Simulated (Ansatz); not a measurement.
Run this with the Ansatz DFT code, driven from Python and show what comes out.

`bend.py`
```python
from dataclasses import dataclass

import ansatz as az
from ase import Atoms


@dataclass(frozen=True)
class Settings:
    basis_set: str = "def2-SVP"
    xc: str = "HF"
    fmax: float = 0.02


cfg = Settings()

atoms = Atoms(["N", "Sn", "O", "Cl", "H", "H", "H", "H"], positions=[
    [-0.4151, 1.5541, 0.2667],
    [0.1593, -0.3661, 0.2227],
    [1.446, -0.611, -1.25],
    [-1.6156, -1.7589, -0.1458],
    [-1.1936, 1.6602, 0.9789],
    [-0.9424, 1.7904, -0.6579],
    [0.9347, -0.761, 1.7604],
    [1.7189, -1.5649, -1.2309],
])

first = (
    az.Crystal.molecule_from_ase(atoms).calculation()
    .basis(gaussian=cfg.basis_set)
    .functional(cfg.xc)
    .scf(lower_state_search="off")
    .relax(force_tolerance=cfg.fmax, max_steps=80)
)
atoms.positions = first.run(threads=1, pin="off").report["positions_ang"]

rows = []
for angle in [85, 95, 105, 115, 125, 140, 160]:
    bent = atoms.copy()
    bent.set_angle(1, 2, 7, angle, indices=[7])
    calculation = az.Crystal.molecule_from_ase(bent).calculation()
    calculation = calculation.basis(gaussian=cfg.basis_set).functional(cfg.xc)
    calculation = calculation.scf(lower_state_search="off")
    rows.append((angle, calculation.run(threads=1, pin="off").report["free_energy_ev"]))
floor = min(e for _, e in rows)
for angle, e in rows:
    print(f"angle Sn1-O2-H7 = {angle:3d} deg   {1000 * (e - floor):9.1f} meV")
```

```console
$ python bend.py
angle Sn1-O2-H7 =  85 deg       502.8 meV
angle Sn1-O2-H7 =  95 deg       217.2 meV
angle Sn1-O2-H7 = 105 deg        59.8 meV
angle Sn1-O2-H7 = 115 deg         0.0 meV
angle Sn1-O2-H7 = 125 deg        12.1 meV
angle Sn1-O2-H7 = 140 deg       114.1 meV
angle Sn1-O2-H7 = 160 deg       291.5 meV
```

Notes:
- The settings weren't tested for convergence.
- The scan is rigid, and the energies are electronic, in a modest basis. The zero is the lowest point of the grid, which needn't be the minimum.
- def2 sets replace the cores of elements past krypton by effective core potentials.
- It ran for 47 s on 1 thread of Arm Neoverse V2, on a shared host, peak memory 0.26 GiB.
